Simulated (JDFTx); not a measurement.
# HgTe (I-4m2) in JDFTx: reference runs

Aim: a first look at HgTe with PBEsol, on the cell as given.

All numbers are computed with JDFTx 1.7.0 (patched build); they aren't measurements. Logs are shortened: lines on timing, memory, paths and dates and some standing lists are left out, and cuts for length are marked. The log counts tension as positive stress, the text compression.

### 1 The structure

It takes space group I-4m2 (No. 119, tetragonal). Conventional cell: a = 6.091 Å, b = 6.091 Å, c = 3.119 Å, α = 90.00°, β = 90.00°, γ = 90.00°. Hg (site symmetry -4m2) has 2 Hg at 3.12 Å and 4 Te at 3.14 Å as nearest neighbours. Te (site symmetry -4m2) is surrounded by 2 Te at 3.12 Å and 4 Hg at 3.14 Å.

Measurements of this composition are mostly on another form, of space group No. 216.

### 2 Single point, PBEsol

HgTe.in

```
lattice \
   -5.7553555543     5.7553555543     5.7553555543 \
    5.7553555543    -5.7553555543     5.7553555543 \
    2.9468578160     2.9468578160    -2.9468578160
coords-type Lattice
ion Hg     0.7500000000     0.2500000000     0.5000000000 1
ion Te     0.0000000000     0.0000000000     0.0000000000 1

ion-species pseudo/Hg.upf
ion-species pseudo/Te.upf
elec-cutoff 40 320
elec-ex-corr gga-PBEsol
kpoint-folding 10 10 10
elec-smearing Fermi 0.0018374661
elec-n-bands 25
electronic-SCF nIterations 100 energyDiffThreshold 1e-09
electronic-minimize nIterations 30 energyDiffThreshold 1e-7
converge-empty-states yes
forces-output-coords Cartesian

dump-name run.$VAR
dump End Ecomponents EigStats BandEigs Kpoints Forces Stress
```

Potentials or basis: PseudoDojo-SR-PBEsol-0.4.1-standard with smoothed tails.

Command:

```bash
> jdftx -c 1 -i HgTe.in -o HgTe.out
```

Log:

```text
*************** JDFTx 1.7.0 (patched build) ***************

Input parsed successfully to the following command list (including defaults):
[... the input with its defaults ...]

---------- Setting up symmetries ----------

Non-trivial transmission matrix:
[   1   0   0  ]
[   1   1   0  ]
[   0   0   1  ]
with reduced lattice vectors:
[      0.000000      5.755356      5.755356  ]
[      0.000000     -5.755356      5.755356  ]
[      5.893716      2.946858     -2.946858  ]

Found 16 point-group symmetries of the bravais lattice
Found 8 space-group symmetries with basis
Applied RMS atom displacement 0 bohrs to make symmetries exact.

---------- Initializing the Grid ----------
R =
[     -5.75536      5.75536      5.75536  ]
[      5.75536     -5.75536      5.75536  ]
[      2.94686      2.94686     -2.94686  ]
unit cell volume = 390.448
G =
[ 1.42198e-17   0.545856    1.06608  ]
[   0.545856 1.42198e-17    1.06608  ]
[   0.545856   0.545856 -5.68624e-17  ]
Minimum fftbox size, Smin = [  72  72  72  ]
Chosen fftbox size, S = [  72  72  72  ]

---------- Initializing tighter grid for wavefunction operations ----------
R =
[     -5.75536      5.75536      5.75536  ]
[      5.75536     -5.75536      5.75536  ]
[      2.94686      2.94686     -2.94686  ]
unit cell volume = 390.448
G =
[ 1.42198e-17   0.545856    1.06608  ]
[   0.545856 1.42198e-17    1.06608  ]
[   0.545856   0.545856 -5.68624e-17  ]
Minimum fftbox size, Smin = [  52  52  52  ]
Chosen fftbox size, S = [  54  54  54  ]

---------- Exchange Correlation functional ----------
Initalized PBEsol GGA exchange.
Initalized PBEsol GGA correlation.

---------- Setting up pseudopotentials ----------
Width of ionic core gaussian charges (only for fluid interactions / plotting) set to 0

Reading pseudopotential file 'pseudo/Hg.upf':
  'Hg' pseudopotential, 'PBESOL' functional
  Generated using ONCVPSP code by D. R. Hamann
  20 valence electrons, 4 orbitals, 7 projectors, 1001 radial grid points, with lMax = 3
    5S    l: 0   occupation:  2.0   eigenvalue: -4.345523
    5P    l: 1   occupation:  6.0   eigenvalue: -2.445050
    5D    l: 2   occupation: 10.0   eigenvalue: -0.363070
    6S    l: 0   occupation:  2.0   eigenvalue: -0.252345
  Core radius for overlap checks: 1.57 bohrs.

Reading pseudopotential file 'pseudo/Te.upf':
  'Te' pseudopotential, 'PBESOL' functional
  Generated using ONCVPSP code by D. R. Hamann
  16 valence electrons, 3 orbitals, 6 projectors, 1001 radial grid points, with lMax = 2
    4D    l: 2   occupation: 10.0   eigenvalue: -1.528329
    5S    l: 0   occupation:  2.0   eigenvalue: -0.556831
    5P    l: 1   occupation:  4.0   eigenvalue: -0.219319
  Core radius for overlap checks: 2.04 bohrs.

Initialized 2 species with 2 total atoms.

Folded 1 k-points by 10x10x10 to 1000 k-points.

---------- Setting up k-points, bands, fillings ----------
Adding inversion symmetry to k-mesh for non-inversion-symmetric unit cell.
Reduced to 102 k-points under symmetry.
Computing the number of bands and number of electrons
Calculating initial fillings.
nElectrons:  36.000000   nBands: 25   nStates: 102

----- Setting up reduced wavefunction bases (one per k-point) -----
average nbasis = 4717.587 , ideal nbasis = 4717.886

---------- Setting up ewald sum ----------
Optimum gaussian width for ewald sums = 2.576996 bohr.
Real space sum over 1859 unit cells with max indices [  6  6  5  ]
Reciprocal space sum over 3375 terms with max indices [  7  7  7  ]

---------- Allocating electronic variables ----------
Initializing wave functions:  linear combination of atomic orbitals
Note: number of bands (25) exceeds available atomic orbitals (19)
Hg pseudo-atom occupations:   s ( 2 2 )  p ( 6 )  d ( 10 )
Te pseudo-atom occupations:   s ( 2 )  p ( 4 )  d ( 10 )
	FillingsUpdate:  mu: +0.445473452  nElectrons: 36.000000
LCAOMinimize: Iter:   0  F: -249.4305341731030694  |grad|_K:  1.039e-03  alpha:  1.000e+00
	FillingsUpdate:  mu: +0.425669371  nElectrons: 36.000000
LCAOMinimize: Iter:   1  F: -249.4465731951210898  |grad|_K:  9.436e-05  alpha:  4.573e-01  linmin:  3.781e-02  cgtest: -5.058e-01
	FillingsUpdate:  mu: +0.426070365  nElectrons: 36.000000
[... 5 lines of inner loops ...]
LCAOMinimize: Iter:   4  F: -249.4467163688628091  |grad|_K:  2.654e-07  alpha:  7.470e-01  linmin:  1.798e-02  cgtest:  2.207e-02
	FillingsUpdate:  mu: +0.426628100  nElectrons: 36.000000
LCAOMinimize: Iter:   5  F: -249.4467163701437755  |grad|_K:  8.380e-08  alpha:  5.722e-01  linmin: -1.993e-04  cgtest:  1.194e-02
LCAOMinimize: Converged (|Delta F|<1.000000e-06 for 2 iters).

-------- Electronic minimization -----------
Will mix electronic density at each iteration.
	FillingsUpdate:  mu: +0.426628100  nElectrons: 36.000000
	FillingsUpdate:  mu: +0.412433216  nElectrons: 36.000000
SCF: Cycle:  0   F: -249.495024188542601   dF: -4.831e-02   |Residual|: 5.448e-02   |deigs|: 1.060e-01
	FillingsUpdate:  mu: +0.406245074  nElectrons: 36.000000
SCF: Cycle:  1   F: -249.503231565830987   dF: -8.207e-03   |Residual|: 2.235e-02   |deigs|: 1.408e-02
	FillingsUpdate:  mu: +0.403803267  nElectrons: 36.000000
SCF: Cycle:  2   F: -249.503860770298076   dF: -6.292e-04   |Residual|: 6.341e-03   |deigs|: 5.566e-03
	FillingsUpdate:  mu: +0.403443207  nElectrons: 36.000000
SCF: Cycle:  3   F: -249.503869821701812   dF: -9.051e-06   |Residual|: 2.228e-03   |deigs|: 7.635e-04
	FillingsUpdate:  mu: +0.403449404  nElectrons: 36.000000
SCF: Cycle:  4   F: -249.503870980692142   dF: -1.159e-06   |Residual|: 3.046e-04   |deigs|: 1.700e-04
	FillingsUpdate:  mu: +0.403440013  nElectrons: 36.000000
SCF: Cycle:  5   F: -249.503871176447717   dF: -1.958e-07   |Residual|: 1.556e-04   |deigs|: 4.520e-05
	FillingsUpdate:  mu: +0.403445943  nElectrons: 36.000000
SCF: Cycle:  6   F: -249.503871222004790   dF: -4.556e-08   |Residual|: 3.661e-05   |deigs|: 3.509e-05
	FillingsUpdate:  mu: +0.403442752  nElectrons: 36.000000
SCF: Cycle:  7   F: -249.503871237051811   dF: -1.505e-08   |Residual|: 1.902e-05   |deigs|: 2.514e-05
	FillingsUpdate:  mu: +0.403444403  nElectrons: 36.000000
SCF: Cycle:  8   F: -249.503871241676421   dF: -4.625e-09   |Residual|: 4.255e-06   |deigs|: 2.145e-05
	FillingsUpdate:  mu: +0.403444391  nElectrons: 36.000000
SCF: Cycle:  9   F: -249.503871243395679   dF: -1.719e-09   |Residual|: 3.904e-06   |deigs|: 3.910e-05
	FillingsUpdate:  mu: +0.403444383  nElectrons: 36.000000
SCF: Cycle: 10   F: -249.503871243988641   dF: -5.930e-10   |Residual|: 2.288e-06   |deigs|: 3.243e-05
	FillingsUpdate:  mu: +0.403444548  nElectrons: 36.000000
SCF: Cycle: 11   F: -249.503871244227184   dF: -2.385e-10   |Residual|: 1.315e-06   |deigs|: 1.691e-05
SCF: Converged (|Delta E|<1.000000e-09 for 2 iters).

Setting wave functions to eigenvectors of Hamiltonian
Converging empty states (this may take a while): |deigs|: 1.930e-04

# Stress tensor in Cartesian coordinates [Eh/a0^3]:
[  0.000161326            0            0  ]
[            0  0.000161326            0  ]
[            0            0  1.47677e-05  ]

# Ionic positions in lattice coordinates:
ion Hg   0.750000000000000   0.250000000000000   0.500000000000000 1
ion Te   0.000000000000000   0.000000000000000   0.000000000000000 1

# Forces in Cartesian coordinates:
force Hg   0.000000000000000   0.000000000000000   0.000000000000000 1
force Te   0.000000000000000   0.000000000000000  -0.000000000000000 1

# Energy components:
   Eewald =     -160.5395426001417150
       EH =       68.8917718680973650
     Eloc =     -208.6004473956012930
      Enl =      -23.6453748334983302
      Exc =      -51.7800345616744693
 Exc_core =       21.7259742246832168
       KE =      104.4441510326128224
-------------------------------------
     Etot =     -249.5035022655224566
       TS =        0.0003689787047164
-------------------------------------
        F =     -249.5038712442271844

IonicMinimize: Iter:   0  F: -249.503871244227184  |grad|_K:       -nan
IonicMinimize: None of the convergence criteria satisfied after 0 iterations.

#--- Lowdin population analysis ---
# oxidation-state Hg +0.634
# oxidation-state Te -0.404

Dumping 'run.eigStats' ...
	eMin: -3.817819 at state 0 ( [ +0.000000 +0.000000 +0.000000 ] spin 0 )
	HOMO: +0.403023 at state 21 ( [ +0.000000 +0.300000 -0.200000 ] spin 0 )
	mu  : +0.403445
	LUMO: +0.404604 at state 63 ( [ +0.100000 -0.200000 +0.500000 ] spin 0 )
	eMax: +0.907412 at state 100 ( [ +0.400000 -0.400000 +0.500000 ] spin 0 )
	HOMO-LUMO gap: +0.001581
	Optical gap  : +0.015159 at state 12 ( [ +0.000000 +0.200000 +0.100000 ] spin 0 )
Done!
[note: the Lowdin charges miss the electrons that lie outside the files' atomic orbitals]
```

Wall time 4.1 min (1 thread of AMD EPYC 9R45 (Zen 5), shared host); peak memory 0.58 GiB.

Results:

| Property | Result |
| --- | --- |
| Free energy | -6789.3462 eV |
| Pressure | -3.3 GPa |
| Band gap on the k mesh | none (metal or under the smearing width) |

The run has no spin-orbit coupling, so splittings on Hg, Te are missing.
